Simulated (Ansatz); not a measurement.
A nudged elastic band was laid between two geometries of a periodic cell of 17 atoms, CuSi$_{16}$ (host Si, host structure diamond, interstitial Cu), cell charge +1.

Computed with DFT PBE, scalar-relativistic, plane waves, PAW (Ansatz 0.2.0). Settings: PAW set soft_1, cutoff 420 eV, k mesh 2x2x2, gaussian smearing 0.05 eV, no spin polarisation.

| Item | Value |
| --- | --- |
| movable images | 3 |
| climbing image | yes |
| spring | 5.0 eV/Å² |
| optimiser | quadratic models (default) |
| start path | IDPP |
| force threshold | 0.05 eV/Å |
| iteration limit | 66 |
| end points | relaxed |

Image 0:

```xyz
17
Lattice="0.0000 5.4300 5.4300 5.4300 0.0000 5.4300 5.4300 5.4300 0.0000" Properties=species:S:1:pos:R:3
Si 0.055 -0.051 -0.055
Si 1.392 1.299 1.297
Si 2.675 2.758 -0.004
Si 4.134 4.043 1.296
Si 2.674 -0.004 2.756
Si 4.133 1.300 4.038
Si 5.434 2.758 2.755
Si 6.650 4.213 4.211
Si 0.068 2.669 2.670
Si 1.406 4.027 4.024
Si 2.762 5.365 2.668
Si 4.077 6.786 4.015
Si 2.760 2.669 5.362
Si 4.073 4.013 6.787
Si 5.303 5.554 5.557
Si 6.846 6.786 6.783
Cu 7.991 8.293 8.300
```

Image 4:

```xyz
17
Lattice="0.0000 5.4300 5.4300 5.4300 0.0000 5.4300 5.4300 5.4300 0.0000" Properties=species:S:1:pos:R:3
Si -0.060 0.003 -0.004
Si 1.352 1.399 1.397
Si 2.658 2.684 -0.056
Si 4.028 4.011 1.314
Si 2.654 -0.058 2.680
Si 4.027 1.313 4.002
Si 5.385 2.673 2.668
Si 6.739 4.021 4.022
Si 0.139 2.853 2.854
Si 1.481 4.198 4.199
Si 2.709 5.431 2.657
Si 4.112 6.829 4.068
Si 2.712 2.655 5.426
Si 4.115 4.069 6.829
Si 5.397 5.371 5.367
Si 6.718 6.742 6.742
Cu 9.652 6.947 6.944
```

**Question.** Which bonds break or form, and what moves?

**Answer.** Contacts lost: Si3–Cu17, Si5–Cu17, Si7–Cu17, Si8–Cu17, Si16–Cu17. Contacts made: Si1–Cu17, Si2–Cu17, Si9–Cu17, Si11–Cu17, Si13–Cu17. The atom that moves furthest is Cu17, by 2.53 Å; four of its nearest neighbours are Si8 2.33, Si12 2.43, Si16 2.43, Si14 2.43 Å at the first end and Si9 2.32, Si13 2.43, Si11 2.43, Si1 2.43 Å at the last.

**Question.** What energy profile does the band end with?

**Answer.** The run converged. The highest image is number 3 of 0 to 4, 0.048 eV above the ends, which have the same energy within 2 meV. A structure lower than the first end lies on the path between it and the top, so the climb from that side starts below the end, which may itself be a saddle point or a shallow side well. By the program's own check the climbing image is of a kind that is not told: the force calls were inconclusive, a negative curvature could not be distinguished from the path's own, the only one lies far off the path, or fixed occupations may fill a level only in part (lowest curvatures found: -1.07 and -0.06 eV/Å²). Limits of this set-up: coarse k mesh, a small cell, in which the defect meets its images, charged cell in a uniform background, uncorrected.

```
image  path coordinate (Å)  energy (eV)  Si3–Cu17 (Å)  Si5–Cu17 (Å)  Si7–Cu17 (Å)
    0                 0.00        0.000          2.56          2.57          2.56
    1                 0.70        0.003          2.85          2.93          2.53
    2                 1.41       -0.004          3.08          3.08          3.00
    3                 2.11        0.048          3.52          3.52          3.51
    4                 3.33        0.000          4.32          4.32          4.57
```

**Question.** What is the geometry of the highest image?

**Answer.** 
```xyz
17
Lattice="0.0000 5.4300 5.4300 5.4300 0.0000 5.4300 5.4300 5.4300 0.0000" Properties=species:S:1:pos:R:3
Si -0.115 0.114 0.110
Si 1.386 1.390 1.389
Si 2.780 2.648 -0.005
Si 4.047 4.039 1.389
Si 2.777 -0.006 2.647
Si 4.047 1.390 4.034
Si 5.445 2.649 2.645
Si 6.939 3.925 3.927
Si 0.109 2.771 2.766
Si 1.257 4.207 4.209
Si 2.667 5.340 2.741
Si 4.161 6.726 4.126
Si 2.671 2.743 5.339
Si 4.162 4.128 6.725
Si 5.573 5.263 5.258
Si 6.721 6.699 6.699
Cu 8.844 7.448 7.448
```

The run took 9 min on 1 thread of Arm Neoverse V1, with other jobs on the host, peak memory 0.83 GiB.
